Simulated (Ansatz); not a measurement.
# Ge2Sb2Te5: the cost of one run

Program: Ansatz 0.2.0. Level of theory: DFT PBE+D3(BJ), scalar-relativistic, plane waves, PAW. These are calculated values, not measurements.

## 1. Starting point

Symmetry: P1, No. 1, triclinic system. Conventional cell: a = 11.950 Å, b = 11.950 Å, c = 11.950 Å, α = 90.00°, β = 90.00°, γ = 90.00°. Te (site symmetry 1) is surrounded by 2 Te at 2.75 to 2.97 Å and 1 Sb at 2.92 Å. Around Te (site symmetry 1) lie 1 Sb at 2.76 Å. Te (site symmetry 1) has 1 Ge at 2.82 Å and 1 Te at 3.08 Å as nearest neighbours. Te (site symmetry 1) has 1 Sb at 3.00 Å and 3 Te at 3.16 to 3.34 Å and 1 Ge at 3.19 Å as nearest neighbours. Te (site symmetry 1) is surrounded by 2 Sb at 2.74 to 2.83 Å. Te (site symmetry 1) has 2 Ge at 2.61 to 3.10 Å and 1 Sb at 3.09 Å as nearest neighbours. Te (site symmetry 1) is surrounded by 1 Sb at 2.89 Å and 1 Te at 2.95 Å. Te (site symmetry 1) has 2 Ge at 2.63 to 2.90 Å as nearest neighbours. Only part of the 54 independent sites is listed.

Coordinates:

```cif
data_structure
_symmetry_space_group_name_H-M 'P 1'
_symmetry_Int_Tables_number 1
_cell_length_a 11.9500
_cell_length_b 11.9500
_cell_length_c 11.9500
_cell_angle_alpha 90.000
_cell_angle_beta 90.000
_cell_angle_gamma 90.000
_cell_volume 1706.49
loop_
_atom_site_label
_atom_site_type_symbol
_atom_site_fract_x
_atom_site_fract_y
_atom_site_fract_z
_atom_site_occupancy
Te1 Te 0.20924 0.29681 0.46393 1
Te2 Te 0.15920 0.79196 0.07085 1
Te3 Te 0.74220 0.30935 0.13230 1
Te4 Te 0.95519 0.01468 0.92399 1
Te5 Te 0.14775 0.00296 0.72948 1
Te6 Te 0.00301 0.22805 0.16564 1
Te7 Te 0.81782 0.77303 0.89796 1
Te8 Te 0.80099 0.56982 0.43530 1
Te9 Te 0.87506 0.99975 0.58816 1
Te10 Te 0.32399 0.95504 0.29410 1
Te11 Te 0.02974 0.43555 0.42525 1
Te12 Te 0.97010 0.27761 0.90309 1
Te13 Te 0.23148 0.64694 0.32608 1
Te14 Te 0.32183 0.51553 0.49657 1
Te15 Te 0.26839 0.40591 0.20984 1
Te16 Te 0.95404 0.56203 0.23162 1
Te17 Te 0.59340 0.84561 0.97220 1
Te18 Te 0.20052 0.03047 0.46871 1
Te19 Te 0.65688 0.79038 0.58962 1
Te20 Te 0.95931 0.44045 0.72982 1
Te21 Te 0.40467 0.71316 0.70937 1
Te22 Te 0.47438 0.41980 0.94081 1
Te23 Te 0.09683 0.72741 0.76340 1
Te24 Te 0.51612 0.21974 0.68964 1
Te25 Te 0.73064 0.49081 0.94984 1
Te26 Te 0.72882 0.67893 0.18859 1
Te27 Te 0.42721 0.01114 0.86731 1
Te28 Te 0.21414 0.30927 0.94175 1
Te29 Te 0.65636 0.98036 0.30762 1
Te30 Te 0.44237 0.44812 0.68323 1
Ge1 Ge 0.20979 0.15904 0.16349 1
Ge2 Ge 0.51649 0.86572 0.20373 1
Ge3 Ge 0.59270 0.60092 0.49872 1
Ge4 Ge 0.59275 0.98397 0.49830 1
Ge5 Ge 0.40919 0.94989 0.67665 1
Ge6 Ge 0.44340 0.80074 0.47769 1
Ge7 Ge 0.39001 0.24168 0.05363 1
Ge8 Ge 0.80102 0.94210 0.12983 1
Ge9 Ge 0.40335 0.14269 0.23649 1
Ge10 Ge 0.99748 0.70162 0.48996 1
Ge11 Ge 0.69348 0.56785 0.71640 1
Ge12 Ge 0.80212 0.18629 0.32501 1
Sb1 Sb 0.19280 0.01029 0.00484 1
Sb2 Sb 0.46604 0.20291 0.42480 1
Sb3 Sb 0.17063 0.55050 0.87654 1
Sb4 Sb 0.73203 0.17097 0.54071 1
Sb5 Sb 0.00149 0.97743 0.23092 1
Sb6 Sb 0.72272 0.31722 0.78031 1
Sb7 Sb 0.10666 0.22105 0.67250 1
Sb8 Sb 0.85981 0.82921 0.37152 1
Sb9 Sb 0.97285 0.60406 0.97369 1
Sb10 Sb 0.52253 0.37739 0.29860 1
Sb11 Sb 0.21213 0.81919 0.59454 1
Sb12 Sb 0.39436 0.67646 0.95335 1
```

## 2. Relaxing the atoms: Ge2Sb2Te5, no spin

Input file input.yaml:

```yaml
crystal:
  lattice:
    - [11.95, 0.0, 0.0]
    - [0.0, 11.95, 0.0]
    - [0.0, 0.0, 11.95]
  atoms:
    - { symbol: Te, position: [0.209243, 0.296807, 0.46393] }
    - { symbol: Te, position: [0.159196, 0.791959, 0.070853] }
    - { symbol: Te, position: [0.742196, 0.309349, 0.132304] }
    - { symbol: Te, position: [0.955192, 0.01468, 0.923987] }
    - { symbol: Te, position: [0.147751, 0.0029595, 0.729476] }
    - { symbol: Te, position: [0.0030109, 0.228048, 0.165642] }
    - { symbol: Te, position: [0.81782, 0.773029, 0.897962] }
    - { symbol: Te, position: [0.800994, 0.569824, 0.435298] }
    - { symbol: Te, position: [0.875063, 0.99975008, 0.588159] }
    - { symbol: Te, position: [0.323995, 0.95504, 0.2941] }
    - { symbol: Te, position: [0.029738, 0.43555, 0.42525] }
    - { symbol: Te, position: [0.970099, 0.27761, 0.903093] }
    - { symbol: Te, position: [0.231483, 0.646935, 0.32608] }
    - { symbol: Te, position: [0.321829, 0.515534, 0.496573] }
    - { symbol: Te, position: [0.268393, 0.405914, 0.209842] }
    - { symbol: Te, position: [0.954043, 0.562026, 0.231623] }
    - { symbol: Te, position: [0.593405, 0.845614, 0.972201] }
    - { symbol: Te, position: [0.200517, 0.030475, 0.468706] }
    - { symbol: Te, position: [0.656883, 0.790375, 0.589622] }
    - { symbol: Te, position: [0.959307, 0.440451, 0.729824] }
    - { symbol: Te, position: [0.404669, 0.713157, 0.709374] }
    - { symbol: Te, position: [0.474378, 0.419803, 0.940812] }
    - { symbol: Te, position: [0.096826, 0.72741, 0.763396] }
    - { symbol: Te, position: [0.516116, 0.219743, 0.689638] }
    - { symbol: Te, position: [0.730637, 0.490808, 0.949842] }
    - { symbol: Te, position: [0.728825, 0.678931, 0.188587] }
    - { symbol: Te, position: [0.427211, 0.011144, 0.867308] }
    - { symbol: Te, position: [0.214138, 0.309269, 0.941751] }
    - { symbol: Te, position: [0.656355, 0.980361, 0.307615] }
    - { symbol: Te, position: [0.442374, 0.448117, 0.683234] }
    - { symbol: Ge, position: [0.209793, 0.159038, 0.163486] }
    - { symbol: Ge, position: [0.516493, 0.865724, 0.203729] }
    - { symbol: Ge, position: [0.5927, 0.600922, 0.498722] }
    - { symbol: Ge, position: [0.592749, 0.983972, 0.498305] }
    - { symbol: Ge, position: [0.409189, 0.949889, 0.676647] }
    - { symbol: Ge, position: [0.443398, 0.800737, 0.477685] }
    - { symbol: Ge, position: [0.390009, 0.241677, 0.053629] }
    - { symbol: Ge, position: [0.801015, 0.942099, 0.129831] }
    - { symbol: Ge, position: [0.403351, 0.142688, 0.236488] }
    - { symbol: Ge, position: [0.9974773, 0.701622, 0.489963] }
    - { symbol: Ge, position: [0.693477, 0.56785, 0.716397] }
    - { symbol: Ge, position: [0.80212, 0.186288, 0.325015] }
    - { symbol: Sb, position: [0.192804, 0.010287, 0.0048402] }
    - { symbol: Sb, position: [0.466044, 0.202914, 0.424802] }
    - { symbol: Sb, position: [0.170631, 0.550501, 0.876542] }
    - { symbol: Sb, position: [0.732033, 0.170965, 0.540706] }
    - { symbol: Sb, position: [0.0014924, 0.977433, 0.23092] }
    - { symbol: Sb, position: [0.722725, 0.31722, 0.78031] }
    - { symbol: Sb, position: [0.106659, 0.221054, 0.672502] }
    - { symbol: Sb, position: [0.859808, 0.829208, 0.371522] }
    - { symbol: Sb, position: [0.972846, 0.604055, 0.973694] }
    - { symbol: Sb, position: [0.522525, 0.377388, 0.298602] }
    - { symbol: Sb, position: [0.212128, 0.819193, 0.594539] }
    - { symbol: Sb, position: [0.394362, 0.676463, 0.953353] }
scf:
  occupations: { method: gaussian, width: 0.05 }
output:
  forces: true
  stress: true
hamiltonian:
  xc: pbe
  dispersion: d3bj
kpoints:
  mp_grid: { grid: [1, 1, 1] }
relax:
  f_tol: 0.05
  max_steps: 45
```

The run is started by

```bash
$ ansatz run input.yaml --threads 16 --pin off --max-ram 24576MiB --backend cpu --events-out ev --progress --plain --runs-dir out
```

What time and memory should one allow on 16 threads of Arm Neoverse V2, shared host?

About 2.5 min, with a peak of 2.6 GiB.
